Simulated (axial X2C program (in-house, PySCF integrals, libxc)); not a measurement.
**TcO: bond curves with and without spin–orbit coupling, part 1 of 2**

Aim: find the lowest determinant of TcO, scan the bond at several levels and fit the constants, once spin-free and once with spin–orbit coupling.

Method: all-electron X2C, Tc dyall-cv3z, O dyall-av3z; program: an in-house X2C program for linear molecules on PySCF integrals.

All values are calculated.

## Step 1: Set-up

Contents of task.json:

```json
{"zs": [43, 8], "q": 0, "bas": ["dyall-cv3z", "dyall-av3z"], "levels": ["PBE0", "HF", "BHandHLYP"], "cc": true, "r0": 1.77, "thr": -2.0, "nmax": 90, "npts": 10, "nst": 2, "ntry": 6}
```

Keys: zs atomic numbers; q charge; bas basis sets; levels methods (HF also brings MP2); cc coupled cluster on or off; r0 starting distance in Å; thr threshold in hartree for freezing inner shells (an s shell follows its p shell); nmax most natural virtual spinors; npts points asked for on the curve; nst determinants followed; ntry starts of the search.

The run is started by

```bash
python so2c.py task.json out
```

Spin-free means the one-electron spin-free X2C Hamiltonian; two-component (2c) means X2C with spin–orbit coupling and atomic mean-field two-electron Coulomb and Gaunt terms. Basis: Tc dyall-cv3z contracted to [12s12p8d5f3g], O dyall-av3z contracted to [7s6p3d2f]; Gaussian nuclei, density fitting. Masses: Tc 98.907 u, O 15.995 u.

Notation: σ, π±, δ± give the projection m of an orbital's angular momentum (0, ±1, ±2), α and β its spin, Λ and M_S the sums; ω is the projection of a spinor's total angular momentum and Ω the sum. Logs are in hartree.

The results follow Hamiltonian by Hamiltonian and level by level.

## Step 2: Search for the lowest determinant

PBE0 moves the distance from 1.770 Å to 1.714 Å and compares determinants there.

Spin-free determinants:

```json
{"ΔE (eV)": "0.00", "state": "M_S = 5/2, Λ = 0", "open shells": "beyond closed shells: σα, π+α, π-α, δ+α, δ-α"}
{"ΔE (eV)": "0.96", "state": "M_S = 3/2, Λ = 1", "open shells": "beyond closed shells: σα, π-α, δ+α, δ+β, δ-α"}
{"ΔE (eV)": "0.96", "state": "M_S = 3/2, Λ = 3", "open shells": "beyond closed shells: σα, π+α, δ+α, δ+β, δ-α"}
{"ΔE (eV)": "1.41", "state": "M_S = 3/2, Λ = 0", "open shells": "beyond closed shells: σβ, π+α, π-α, δ+α, δ-α"}
{"ΔE (eV)": "1.45", "state": "M_S = 3/2, Λ = 2", "open shells": "beyond closed shells: π+α, π-α, δ+α, δ+β, δ-α"}
{"ΔE (eV)": "1.45", "state": "M_S = 3/2, Λ = 1", "open shells": "beyond closed shells: π+α, δ+α, δ-α"}
{"ΔE (eV)": "1.59", "state": "M_S = 3/2, Λ = 0", "open shells": "beyond closed shells: σα, π+β, π-α, δ+α, δ-α"}
```

Two-component determinants:

```
ΔE (eV)    state                                        open shells
   0.00  Ω = 5/2                      excess of +ω over −ω: ω = 5/2
   0.92  Ω = 9/2    excess of +ω over −ω: ω = 1/2, ω = 3/2, ω = 5/2
   1.01  Ω = 3/2                      excess of +ω over −ω: ω = 3/2
   1.11  Ω = 1/2                      excess of +ω over −ω: ω = 1/2
   1.36  Ω = 7/2   excess of +ω over −ω: ω = -1/2, ω = 3/2, ω = 5/2
   1.40  Ω = 3/2        excess of +ω over −ω: 2 × ω = -1/2, ω = 5/2
   1.41  Ω = 1/2  excess of +ω over −ω: ω = -1/2, ω = -3/2, ω = 5/2
```

## Step 3: PBE0, spin-free

State followed: M_S = 5/2, Λ = 0 (beyond closed shells: σα, π+α, π-α, δ+α, δ-α). The scan is laid around 1.714 Å, a first estimate of the minimum, and this SCF restarts from the orbitals of the search.

Output at 1.714 Å:

```text
spin-free X2C-1e  PBE0
basis functions 204  fitting functions 954  grid points 5080
iter        total energy     max residual
   1      -4360.285338539     1.41e-05
   2      -4360.285338546     1.13e-05
   3      -4360.285338550     7.59e-06
   4      -4360.285338550     1.09e-05
converged
one-electron -6223.07985864  Coulomb 1894.52736203  exact exchange -33.90751602  xc functional -104.03125390  nuclear repulsion 106.20592798
```

Along the bond, energies from the lowest point:

| R (Å) | E (eV) | μ (D) | HOMO (eV) | LUMO (eV) | iterations |
| --- | --- | --- | --- | --- | --- |
| 1.491 | 1.5923 | -1.80 | -5.59 | -2.33 | 14 |
| 1.560 | 0.6690 | -2.49 | -5.85 | -2.28 | 14 |
| 1.611 | 0.2675 | -2.98 | -6.03 | -2.28 | 14 |
| 1.663 | 0.0590 | -3.44 | -6.19 | -2.33 | 14 |
| 1.714 | 0.0000 | -3.87 | -6.33 | -2.37 | 4 |
| 1.774 | 0.0743 | -4.33 | -6.48 | -2.41 | 15 |
| 1.834 | 0.2610 | -4.76 | -6.60 | -2.50 | 15 |
| 1.911 | 0.6115 | -5.25 | -6.72 | -2.75 | 17 |
| 2.005 | 1.1376 | -5.74 | -6.82 | -3.01 | 18 |
| 2.143 | 1.9582 | -6.03 | -6.70 | -3.23 | 18 |

Dipoles are positive if O is the positive end.

Outer orbitals at the reference distance:

```tsv
symmetry	occupied	ε (eV)	atomic character
σα	yes	-25.13	70% O s, 12% Tc d, 7% Tc p
σβ	yes	-24.19	69% O s, 12% Tc d, 8% Tc p
π-α	yes	-10.86	49% Tc d, 47% O p
π+α	yes	-10.86	49% Tc d, 47% O p
σα	yes	-10.64	53% O p, 39% Tc d, 5% O s
σβ	yes	-9.82	67% O p, 24% Tc d, 5% O s
δ+α	yes	-8.85	99% Tc d
δ-α	yes	-8.85	99% Tc d
π-β	yes	-8.77	63% O p, 30% Tc d, 3% Tc f
π+β	yes	-8.77	63% O p, 30% Tc d, 3% Tc f
σα	yes	-6.52	54% Tc s, 21% O p, 16% Tc d
π+α	yes	-6.33	44% Tc d, 37% O p, 11% Tc p
π-α	yes	-6.33	44% Tc d, 37% O p, 11% Tc p
σβ	no	-2.37	61% Tc s, 16% Tc d, 12% O p
δ-β	no	-2.26	98% Tc d
δ+β	no	-2.26	98% Tc d
σα	no	-2.04	40% Tc p, 24% Tc d, 18% O p
```

PBE0 fields in the half plane through the axis: z from -2.4 to 3.9 Å across, distance from the axis 0.15 to 2.25 Å upwards; Tc lies at z = 0 and O at z = 1.714 Å; the ELF is damped to zero where the density is low.

log10 density (e/bohr³). Ten even steps from '0' (-5.20 ) to '9' (1.69 ):
```
1122233333322222211000
1223333333333332221100
2233344444443333322110
2233444554444444433211
2234455555555555443221
2334456666655665543321
2334556777666776554321
2334567898766787654322
```

ELF. Ten even steps from '0' (0.00 ) to '9' (0.87 ):
```
0002455543210000000000
0024666543210000000000
0135676543211111100000
0134666532212344310000
0123455543224677531000
0001246777426899752000
0000138848638999963100
0000038262748129974100
```

Re = 1.712 Å, ωe = 928 cm⁻¹, ωexe = 3.9 cm⁻¹, Be = 0.4176 cm⁻¹, De = 5.43 eV, μ = -3.85 D.

## Step 4: HF, spin-free

Output at 1.714 Å:

```text
spin-free X2C-1e  HF
basis functions 204  fitting functions 954  grid points 5080
iter        total energy     max residual
   1      -4357.976632726     3.37e-01
   2      -4358.006811198     1.44e-02
   3      -4358.007346614     1.77e-02
   4      -4358.013040973     4.83e-03
   5      -4358.013932342     3.71e-03
   6      -4358.014421840     3.74e-03
   7      -4358.015026197     3.15e-03
   8      -4358.016207994     2.67e-03
   9      -4358.018463124     1.70e-03
  10      -4358.018636722     1.60e-03
  11      -4358.019400780     1.12e-03
  12      -4358.019276728     1.28e-03
  13      -4358.019466329     2.89e-04
  14      -4358.019468217     2.33e-04
  15      -4358.019471615     8.38e-05
  16      -4358.019473029     5.30e-05
  17      -4358.019473353     1.79e-05
  18      -4358.019473355     1.11e-05
  19      -4358.019473366     1.83e-06
  20      -4358.019473367     6.14e-07
converged
one-electron -6221.26730245  Coulomb 1892.85335564  exact exchange -135.81145454  xc functional 0.00000000  nuclear repulsion 106.20592798
```

No constants are quoted: the solution changes its character somewhere along the scan, so the fit is set aside.

## Step 5: BHandHLYP, spin-free

The SCF at the reference distance of 1.714 Å:

```text
spin-free X2C-1e  BHandHLYP
basis functions 204  fitting functions 954  grid points 5080
iter        total energy     max residual
   1      -4360.600068055     1.18e-01
   2      -4360.601178739     1.14e-02
   3      -4360.590164461     2.87e-02
   4      -4360.603443226     8.82e-04
   5      -4360.603459561     3.73e-04
   6      -4360.603464032     1.41e-04
   7      -4360.603464831     8.95e-05
   8      -4360.603465372     4.59e-05
   9      -4360.603465468     1.37e-05
  10      -4360.603465478     4.45e-06
  11      -4360.603465480     1.57e-06
  12      -4360.603465481     7.01e-07
converged
one-electron -6223.02407660  Coulomb 1894.50862454  exact exchange -67.84167702  xc functional -70.45226438  nuclear repulsion 106.20592798
```

No constants are quoted: the solution changes its character somewhere along the scan, so the fit is set aside.

## Step 6: Correlated methods, spin-free

Correlated methods: 13 electrons correlated (frozen shells, counted by type: Tc 4 s, 3 p, 1 d; O 1 s), 281 virtual spinors in MP2, 90 natural virtuals in coupled cluster.

Output of the correlated part at 1.714 Å:

```text
correlated 13  virtual 281  natural virtual 90  E(MP2) -0.400193368  MP2 remainder -0.020930034
iter   CCSD correlation   residual
   1     -0.360358172   2.05e-01
   2     -0.377305181   1.24e-01
   3     -0.388934519   5.93e-02
   4     -0.392753117   3.18e-02
   5     -0.394231340   1.44e-02
   6     -0.394688189   4.58e-03
   7     -0.394726049   2.10e-03
   8     -0.394764800   8.25e-04
   9     -0.394752153   4.02e-04
  10     -0.394755173   1.55e-04
  11     -0.394752876   6.25e-05
  12     -0.394753161   3.24e-05
  13     -0.394751977   2.00e-05
  14     -0.394751822   1.14e-05
  15     -0.394751501   4.39e-06
  16     -0.394751474   1.84e-06
  17     -0.394751409   9.18e-07
  18     -0.394751379   4.61e-07
  19     -0.394751355   2.28e-07
  20     -0.394751347   1.05e-07
(T) -0.020440765  T1 0.0935  D1 0.2326  max T2 0.073
```

T1 in the output is the amplitude norm over the root of the electron number; divide by √2 for the Lee–Taylor value.

MP2: No constants are quoted: the reference changes its character somewhere along the scan, so the fit is set aside.

CCSD: No constants are quoted: the reference changes its character somewhere along the scan, so the fit is set aside.

CCSD(T): No constants are quoted: the reference changes its character somewhere along the scan, so the fit is set aside.

## Step 7: A higher determinant, spin-free

State: M_S = 3/2, Λ = 1 (beyond closed shells: σα, π-α, δ+α, δ+β, δ-α).

Output at the reference distance:

```text
spin-free X2C-1e  PBE0
basis functions 204  fitting functions 954  grid points 5080
iter        total energy     max residual
   1      -4360.250011080     7.32e-06
   2      -4360.250011082     7.98e-06
   3      -4360.250011082     8.78e-06
converged
one-electron -6223.54427990  Coulomb 1894.93382937  exact exchange -33.87552351  xc functional -103.96996502  nuclear repulsion 106.20592798
```

| R (Å) | E above the lowest PBE0 point (eV) |
| --- | --- |
| 1.491 | 1.728 |
| 1.560 | 1.106 |
| 1.611 | 0.903 |
| 1.663 | 0.869 |
| 1.714 | 0.961 |
| 1.774 | 1.182 |
| 1.834 | 1.474 |
| 1.911 | 1.877 |
| 2.005 | 2.334 |

Re = 1.649 Å, ωe = 1015 cm⁻¹, ωexe = 6.44 cm⁻¹, Be = 0.4503 cm⁻¹, μ = -3.04 D. Te = 0.86 eV.

## Step 8: The spin-free curves together

Energy (eV) of the followed determinant, spin-free, from each level's lowest point:

```csv
R (Å),PBE0,HF (jumps),MP2 (its reference jumps),CCSD (its reference jumps),CCSD(T) (its reference jumps),BHandHLYP (jumps)
1.491,1.592,1.927,1.335,n/a,n/a,1.604
1.560,0.669,1.020,0.390,0.630,0.644,0.672
1.611,0.267,0.623,0.015,0.216,0.210,0.267
1.663,0.059,0.400,0.000,0.013,0.000,0.058
1.714,0.000,0.260,0.561,0.000,0.009,0.000
1.774,0.074,0.126,1.137,0.120,0.147,0.078
1.834,0.261,0.037,1.495,0.330,0.371,0.268
1.911,0.612,0.000,1.823,0.680,0.746,0.624
2.005,1.138,0.057,2.158,n/a,n/a,1.125
2.143,1.958,0.281,2.617,n/a,n/a,1.738
```

(Continued in part 2 of 2.)
